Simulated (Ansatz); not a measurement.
ZnMo2Se4:

```
CELL_PARAMETERS angstrom
3.31337 0.00000 0.00000
-1.65668 2.86946 0.00000
0.00000 0.00000 17.87541
ATOMIC_POSITIONS crystal
Mo 0.66667 0.33333 0.23926
Mo 0.00000 0.00000 0.77328
Se 0.00000 0.00000 0.33329
Se 0.66667 0.33333 0.67890
Se 0.66667 0.33333 0.86695
Se 0.00000 0.00000 0.14539
Zn 0.00000 0.00000 0.51994
```

The cell comes from a database or a generator and needn't be the stable form of this composition.

| Item | Value |
| --- | --- |
| Program | Ansatz 0.2.0 |
| Task | single point |
| Functional | PBE |
| Potentials or basis | Ansatz PAW |
| Cutoff | 420 eV (not typed: the program's choice for these potentials) |
| k mesh | 9 × 9 × 2 |
| Occupations | fermi-dirac, width 0.05 eV |
| Spin | no spin polarisation |

On this cell: pressure -0.5 GPa; largest force 0.122 eV/Å; band gap on the k mesh 0.23 eV, indirect (least direct gap 0.23 eV).

The same run follows on a disturbed copy (atoms moved at random, drawn with an rms of 0.05 Å):

```
Mo Se Zn
1.0
     3.31337    0.00000    0.00000
    -1.65668    2.86946    0.00000
     0.00000    0.00000   17.87541
Mo Se Zn
2 4 1
Direct
  0.67307 0.33254 0.23753
  0.00885 0.99868 0.77248
  0.99409 0.99445 0.33237
  0.67868 0.34412 0.67914
  0.66104 0.34435 0.86783
  0.00895 0.99581 0.14557
  0.00429 0.00779 0.52151
```

Question: What does the disturbed cell give?

Answer: The energy moves by +7.3 meV/atom; pressure -0.3 GPa; largest force 1.009 eV/Å; band gap on the k mesh 0.21 eV, indirect (least direct gap 0.23 eV).

Forces on the atoms (eV/Å):
```
Mo  -0.137 -0.191  0.625
Mo  -0.609  0.559  0.578
Se   0.242  0.103 -0.247
Se   0.110 -0.297 -0.099
Se   0.498 -0.261 -0.413
Se  -0.104  0.088 -0.376
Zn   0.001 -0.001 -0.068
```

Stress tensor (GPa, compression positive):
```
-0.59  0.17  1.17
 0.17 -0.06  0.08
 1.17  0.08 -0.11
```

Caveats: odd divisions of the mesh miss points on the zone boundary, where band edges often lie, so the gap on the mesh can be too wide.

A k mesh can miss the band edges.
